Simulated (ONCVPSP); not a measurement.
# Pseudopotential generation for oxygen: ONCV, LDA (Perdew-Wang 92)

Task: generate the file, and judge it by its errors in other configurations, its logarithmic derivatives, its ghosts and its cutoff.

Program: ONCVPSP 4.0.1. Reference atom: LDA (Perdew-Wang 92), scalar-relativistic, spherical and spin-unpolarised. All values are calculated.

## 1. Starting point

Typed settings, in words:

| Quantity | Value |
| --- | --- |
| element | oxygen (O, Z = 8) |
| type | optimised norm-conserving Vanderbilt (ONCV) |
| frozen core | [He] |
| valence charge | 6 |
| reference configuration | 2s2 2p3.5 (charge +0.5) |
| partial waves | 2s: rc 0.60 bohr, ncon 4, nbas 8, qcut 13.2 1/bohr, 2 projectors, debl 0.7 Ha; 2p: rc 2.10 bohr, ncon 5, nbas 8, qcut 7.5 1/bohr, 2 projectors, debl 1.8 Ha |
| local potential | polynomial inside 0.55 bohr (lpopt 2, dvloc0 3 Ha) |
| core correction | not asked for |

The nodes and maxima of the atom's own shells, from an earlier all-electron run, set the scale for the radii.

All-electron outer shells of the reference configuration (LDA (PZ), scalar-relativistic, ld1.x):

```tsv
shell	level (eV)	outermost node (bohr)	outermost maximum (bohr)
1s	-519.61	–	0.13
2s	-31.16	0.28	0.87
2p	-16.43	–	0.80
```

## 2. Generating the potential

Input file O.dat:

```
# ATOM AND REFERENCE CONFIGURATION
# atsym  z   nc   nv     iexc    psfile
  O 8.00    1    2  -001012      upf
#
#   n    l    f
    1    0    2.00
    2    0    2.00
    2    1    3.50
#
# PSEUDOPOTENTIAL AND OPTIMIZATION
# lmax
    1
#
#   l,   rc,      ep,       ncon, nbas, qcut
    0    0.60    0.00    4    8   13.20
    1    2.10    0.00    5    8    7.50
#
# LOCAL POTENTIAL
# lloc, lpopt,  rc(5),   dvloc0
    4    2    0.55    3.00
#
# VANDERBILT-KLEINMAN-BYLANDER PROJECTORs
# l, nproj, debl
    0    2    0.70
    1    2    1.80
#
# MODEL CORE CHARGE
# icmod, fcfact, rcfact
    0    0.00    0.00
#
# LOG DERIVATIVE ANALYSIS
# epsh1, epsh2, depsh
   -3.00    5.00    0.02
#
# OUTPUT GRID
# rlmax, drl
    6.00    0.01
#
# TEST CONFIGURATIONS
# ncnf
    4
# nvcnf
#   n    l    f
    2
    2    0    2.00
    2    1    4.00
#
    2
    2    0    2.00
    2    1    3.00
#
    2
    2    0    2.00
    2    1    2.00
#
    2
    2    0    2.00
    2    1    0.00
#
```

Started as:

```sh
$ oncvpsp.x < O.dat > O.out
```

What does the calculation give? Wanted: cutoffs for 1 and 0.1 mHa per electron, occupied waves; bound ghosts; GHOST(+) flags; largest test error; largest phase difference near zero energy, channels read; projector energies reset by the program.

The runs gave:

```
                                                quantity                   value
  cutoffs for 1 and 0.1 mHa per electron, occupied waves        93 Ha and 451 Ha
                                            bound ghosts         s at -412.75 eV
                                          GHOST(+) flags      none at low energy
                            largest test error (AE − PS)  +5306 meV, for 2s2 2p0
largest phase difference near zero energy, channels read               0.000 rad
                 projector energies reset by the program     s: -1.145, 0.250 Ha
```

It has a bound ghost (s), a state that the atom doesn't have, and that rules the file out. The worst unpolarised test, 2s2 2p0, is off by 5306 meV on 174.9 eV; by total energies transferability rates as poor. That test lies far up in energy; among those under 40 eV, nearer to bonding, the largest error is 30 meV. The potential is very hard: the looser tolerance needs 93 Ha. The tighter tolerance needs 451 Ha, and converged work needs a cutoff nearer that. At the looser tolerance the 2s wave is the slowest; 2p needs 20 Ha. Near zero energy the phases of the channels with partial waves agree within 0.001 rad. All of this concerns the isolated atom, not yet a solid.
